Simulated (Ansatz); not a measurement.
This script for the Ansatz DFT code, driven from Python starts 3 runs on GdCu, space group Pm-3m. What input does the engine get in each?

Script `gdcu_restart.py`:
```python
"""Start a denser mesh for GdCu from a saved density."""

import warnings

import ansatz as az
from ase import Atoms

warnings.simplefilter("ignore", az.DeckWarning)

atoms = Atoms(
    ["Gd", "Cu"],
    scaled_positions=[
        (0.5, 0.5, 0.5),
        (0.0, 0.0, 0.0),
    ],
    cell=[
        (3.502, 0.0, 0.0),
        (0.0, 3.502, 0.0),
        (0.0, 0.0, 3.502),
    ],
    pbc=True,
)
atoms.set_initial_magnetic_moments([7, 0.0])
gdcu = az.Crystal.from_ase(atoms)

calc = (
    gdcu.calculation()
    .occupations("fermi_dirac")
    .scf(tolerance=1e-08)
    .spin(az.SpinTreatment.COLLINEAR)
    .basis(550)
    .functional("PBEsol")
)
coarse = calc.kpoints(*(3, 3, 3)).checkpoint(write="ground.run").run(threads=1).report
warm = calc.kpoints(*(6, 6, 6)).checkpoint(read="ground.run").run(threads=1).report
cold = calc.kpoints(*(6, 6, 6)).run(threads=1).report
for label, r in (("coarse", coarse), ("fine, from the saved density", warm), ("fine, fresh start", cold)):
    print(f"{label:30s} F = {r['free_energy_ev']:.5f} eV  iterations {r['n_iterations']}")
```

Run 1:
```yaml
crystal:
  lattice:
    - [3.502, 0.0, 0.0]
    - [0.0, 3.502, 0.0]
    - [0.0, 0.0, 3.502]
  atoms:
    - { symbol: Gd, position: [0.5, 0.5, 0.5], spin: 7.0 }
    - { symbol: Cu, position: [0.0, 0.0, 0.0], spin: 0.0 }
basis:
  ecutwfc: 550.0
kpoints:
  mp_grid:
    grid: [3, 3, 3]
hamiltonian:
  xc: pbesol
magnetization:
  spin_polarized: true
scf:
  convergence:
    dr2_threshold: 1.0e-08
  occupations:
    method: fermi_dirac
checkpoint:
  write: ground.run
```

Run 2, against run 1:
```diff
-    grid: [3, 3, 3]
+    grid: [6, 6, 6]
-  write: ground.run
+  read: ground.run
```

Run 3, against run 1:
```diff
-    grid: [3, 3, 3]
+    grid: [6, 6, 6]
-checkpoint:
-  write: ground.run
```

```console
$ python gdcu_restart.py
coarse                         F = -15817.02301 eV  iterations 16
fine, from the saved density   F = -15817.12070 eV  iterations 10
fine, fresh start              F = -15817.12070 eV  iterations 16
```

What to keep in mind:
- Absolute energies stand on the zero of these potentials, so only differences at equal settings mean something. A total without «per atom» is that of the cell as typed.
- Open f shells: without a Hubbard U, without spin-orbit coupling; the state reached hangs on the start and needn't be the lowest.
- For a metal this k-point mesh is coarse: on a finer one energies can move by several to tens of meV an atom and pressures by half a GPa or more, differences at one mesh by less.
- The structure is a deposited one; some such entries were measured under pressure or heat, so a shift against it needn't be the functional's error alone.
- The whole script took 12 s on 1 thread of Intel(R) Xeon(R) Platinum 8488C (Sapphire Rapids) (shared host), peak memory 0.51 GiB.

(Lines on the test bed's own set-up are left out of the output.)
